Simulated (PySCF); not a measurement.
# C3H8AsB: the cost of one run

Computed with PySCF 2.14.0, with density-fitted response routines of our own, on a single molecule in the gas phase. Atoms are numbered from 0 throughout.

**1. Starting geometry**

13 atoms, charge 0, multiplicity 1; geometry from: GFN2-xTB. The atoms were then displaced at random by about 0.01 Å, so the start is not that level's minimum.

Bonds of the start (Å): C0–C1 1.31, C1–C2 1.49, C2–B3 1.59, B3–As4 1.99, C0–H5 1.10, C0–H6 1.09, C1–H7 1.06, C2–H8 1.10, C2–H9 1.11, B3–H10 1.20, As4–H11 1.51, As4–H12 1.50.

**2. Relaxing the molecule at PBE0-D3(BJ)/def2-SVP**

The job: settings as JSON, then the geometry in Å.

```
{"job": {"xc": "PBE0", "basis": "def2-SVP", "d3": "d3bj", "grid": 1, "shake": 0.01, "kind": "geom"}, "charge": 0, "multiplicity": 1}
C     -1.568050     0.773540    -0.493250
C     -1.294040     0.421190     0.735000
C      0.074370     0.506270     1.309920
B      0.661270    -0.883980     0.803910
As     1.563540    -1.048740    -0.958370
H     -2.590300     0.726950    -0.897320
H     -0.832590     1.223040    -1.153070
H     -2.030430    -0.005050     1.370190
H      0.617910     1.378170     0.925990
H      0.030720     0.614940     2.410950
H      0.286400    -1.857050     1.394980
H      2.616380    -1.994010    -0.439600
H      2.470650     0.127840    -0.741620
```

Started as:

```sh
$ OMP_NUM_THREADS=1 python probes_run.py task.json out
```

This one command runs all jobs of the session in turn.

**Question.** How long does this first job take on 1 thread of Arm Neoverse V1, shared host, and how much memory does it need?

About 67 s, with a peak of 0.55 GiB.
